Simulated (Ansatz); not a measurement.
What does this script print? It uses Ansatz's Python interface.

Contents of `gan.xyz`:
```text
2
Lattice="0.0 2.25350061 2.25350061 2.25350061 0.0 2.25350061 2.25350061 2.25350061 0.0" Properties=species:S:1:pos:R:3 pbc="T T T"
Ga    0.00000000    0.00000000    0.00000000
N     3.38025091    3.38025091    3.38025091
```

`run_restart.py`
```python
# -*- coding: utf-8 -*-
import ansatz as az

FILLING = 'fixed'
XC = 'PBE'
DISPERSION = 'd4'

cell = az.Crystal.from_extxyz('gan.xyz')

base = cell.calculation()
base = base.occupations(FILLING)
base = base.functional(XC, dispersion=DISPERSION)
coarse = base.kpoints(*(4, 4, 4)).checkpoint(write='gan.run').run(threads=1, backend='cpu').report
warm = base.kpoints(*(9, 9, 9)).checkpoint(read='gan.run').run(threads=1, backend='cpu').report
cold = base.kpoints(*(9, 9, 9)).run(threads=1, backend='cpu').report
for label, rep in (('coarse', coarse), ('fine, from the saved density', warm), ('fine, fresh start', cold)):
    print(f'{label:30s} F = {rep["free_energy_ev"]:.5f} eV  iterations {rep["n_iterations"]}')
```

Output of `python run_restart.py`:
```text
DeckWarning: basis.ecutwfc = 420 eV, auto-derived from the records' recommended cutoffs: set by Ga (normal level)
coarse                         F = -4168.63589 eV  iterations 6
fine, from the saved density   F = -4168.69919 eV  iterations 5
fine, fresh start              F = -4168.69919 eV  iterations 6
```
(Warnings from the package without file and line, repeats left out.)

What to keep in mind:
- Absolute energies stand on the zero of these potentials, so only differences at equal settings mean something. A total without «per atom» is that of the cell as typed.
- This cell is a computed structure, which may not be the phase found in nature.
- Hardware and time: 3 s on 1 thread of Arm Neoverse V2 (shared host), peak memory 0.32 GiB.

(A comment or docstring line of the script was reworded after the run, the code is as it ran; lines on the test bed's own set-up are left out of the output.)
